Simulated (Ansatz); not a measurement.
**AsBH₅NO: how energies converge with the basis set**

How large a basis does AsBH₅NO need? Two functionals are run in growing sets.

Computed with Ansatz 0.2.0, Gaussian basis. Level: one geometry, several basis sets.

Levels to be run: PBE0-D4/def2-SVP; ωB97M-V/def2-SVP; PBE0-D4/def2-QZVPP; ωB97M-V/def2-QZVPP; the functionals' def2-TZVPP values are taken from earlier runs.

**1. Structure used throughout**

All runs share one geometry, relaxed beforehand with PBE0-D4 in a triple-zeta def2 set.

9 atoms, charge 0, spin multiplicity 1.

Atoms are counted from 1 here; the program's logs count them from 0.

Bond lengths: B1–As2 2.053 Å, B1–O4 1.535 Å, B1–H5 1.200 Å, B1–H6 1.200 Å, As2–N3 1.782 Å, As2–O4 2.081 Å, N3–H7 1.006 Å, N3–H8 1.008 Å, O4–H9 0.963 Å. Angles: As2–B1–O4 69.2°, As2–B1–H5 114.8°, As2–B1–H6 115.9°, O4–B1–H5 111.8°, O4–B1–H6 114.2°, H5–B1–H6 120.2°, B1–As2–N3 101.1°, B1–As2–O4 43.6°, N3–As2–O4 99.5°, As2–N3–H7 120.7°, As2–N3–H8 120.3°, H7–N3–H8 114.5°, B1–O4–As2 67.3°, B1–O4–H9 111.9°, As2–O4–H9 110.2°.

**2. PBE0-D4 in def2-SVP**

Contents of in.yaml:

```yaml
crystal:
  periodic: [false, false, false]
  atoms:
    - {symbol: B, position_ang: [-0.712692, 0.830846, -0.550460]}
    - {symbol: As, position_ang: [0.888403, 0.499610, 0.691152]}
    - {symbol: N, position_ang: [1.497115, -1.051604, 0.060353]}
    - {symbol: O, position_ang: [-1.149904, 0.083095, 0.716391]}
    - {symbol: H, position_ang: [-0.751532, 0.125633, -1.520652]}
    - {symbol: H, position_ang: [-1.102488, 1.964100, -0.611917]}
    - {symbol: H, position_ang: [1.847954, -1.758196, 0.685253]}
    - {symbol: H, position_ang: [1.171265, -1.402848, -0.826311]}
    - {symbol: H, position_ang: [-1.599622, 0.663066, 1.339191]}
basis:
  gaussian: {orbitals: def2-SVP}
hamiltonian: {xc: pbe0, dispersion: d4}
output: {orbitals: {seedname: orbitals}}
```

Started as:

```console
$ ansatz run in.yaml --threads 4 --pin off --events-out ev --progress --plain --max-ram 10444MiB
```

After this run come: ωB97M-V in def2-SVP; PBE0-D4 in def2-QZVPP; ωB97M-V in def2-QZVPP.

**Question.** What will the summary of the whole plan be? Wanted: PBE0-D4: double and triple zeta above quadruple; ωB97M-V: double and triple zeta above quadruple.

The runs gave:

```
                                       quantity           value
PBE0-D4: double and triple zeta above quadruple  14.31, 1.57 eV
ωB97M-V: double and triple zeta above quadruple  14.43, 1.52 eV
```

**Reading.** PBE0-D4 gains 12.74 eV from double to triple zeta, then 1.57 eV more. These are total energies; as a rule much of such shifts cancels in differences, which this series doesn't test. The LUMO of ωB97M-V is positive and keeps falling with the basis (1.01 to 0.50 eV): an unbound level that the basis holds in place.
